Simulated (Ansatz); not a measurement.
# C2H9AlS: the cost of one run

Program: Ansatz 0.2.0. Level of theory: UKS revPBE-D4/6-31G. These are calculated values, not measurements.

## (1) The starting structure

Bond lengths: Al1–C2 2.293 Å, C2–C3 1.532 Å, Al1–H4 1.542 Å, Al1–H5 1.539 Å, Al1–S7 2.636 Å, C2–H8 1.097 Å, C2–H9 1.090 Å, C3–H10 1.100 Å, C3–H11 1.091 Å, C3–H12 1.091 Å, S7–H13 1.335 Å. Angles (14 of 19 angles, heavy atoms first): Al1–C2–C3 82.7°, C2–Al1–S7 80.5°, Al1–C2–H8 95.3°, Al1–C2–H9 148.5°, C3–C2–H8 110.3°, C3–C2–H9 109.0°, C2–Al1–H4 120.7°, C2–Al1–H5 103.7°, H4–Al1–S7 107.8°, H5–Al1–S7 118.9°, C2–C3–H10 111.4°, C2–C3–H11 110.7°, C2–C3–H12 111.6°, Al1–S7–H13 86.9°.

As a file:

```xyz
13

Al   -1.2457    0.5952   -0.1166
C     0.6030   -0.7246   -0.4290
C     0.4675   -0.9324    1.0832
H    -1.3933    1.4563    1.1536
H    -2.4143   -0.3017   -0.5635
H     0.3361    0.5025   -1.0386
S     0.0180    2.0379   -1.9252
H     0.0711   -1.5161   -0.9705
H     1.6546   -0.7998   -0.7055
H    -0.5884   -0.9913    1.3875
H     0.9438   -1.8651    1.3878
H     0.9279   -0.1170    1.6431
H     0.6198    2.6561   -0.9063
```

## (2) Run 1

150 steps of 0.5 fs at constant energy, with velocities drawn for 600 K.

The input, input.yaml:

```yaml
crystal:
  periodic: [false, false, false]
  atoms:
    - { symbol: Al, position_ang: [-1.2457, 0.5952, -0.1166] }
    - { symbol: C, position_ang: [0.603, -0.7246, -0.429] }
    - { symbol: C, position_ang: [0.4675, -0.9324, 1.0832] }
    - { symbol: H, position_ang: [-1.3933, 1.4563, 1.1536] }
    - { symbol: H, position_ang: [-2.4143, -0.3017, -0.5635] }
    - { symbol: H, position_ang: [0.3361, 0.5025, -1.0386] }
    - { symbol: S, position_ang: [0.018, 2.0379, -1.9252] }
    - { symbol: H, position_ang: [0.0711, -1.5161, -0.9705] }
    - { symbol: H, position_ang: [1.6546, -0.7998, -0.7055] }
    - { symbol: H, position_ang: [-0.5884, -0.9913, 1.3875] }
    - { symbol: H, position_ang: [0.9438, -1.8651, 1.3878] }
    - { symbol: H, position_ang: [0.9279, -0.117, 1.6431] }
    - { symbol: H, position_ang: [0.6198, 2.6561, -0.9063] }
magnetization:
  spin_polarized: true
basis:
  gaussian: { orbitals: "6-31G" }
hamiltonian:
  xc: revpbe
  dispersion: d4
md:
  timestep: 0.5
  n_steps: 150
  ensemble: nve
  temperature: 600.0
  initial_velocities: maxwell_boltzmann
  seed: 577122
```

On the command line:

```sh
$ ansatz run input.yaml --threads 1 --pin off --max-ram 2048MiB --backend cpu --events-out ev --progress --plain --runs-dir out
```

**Question.** How long does this run take on 1 thread of Arm Neoverse V1, shared host, and how much memory does it need?

About 13 min, with a peak of 0.14 GiB.
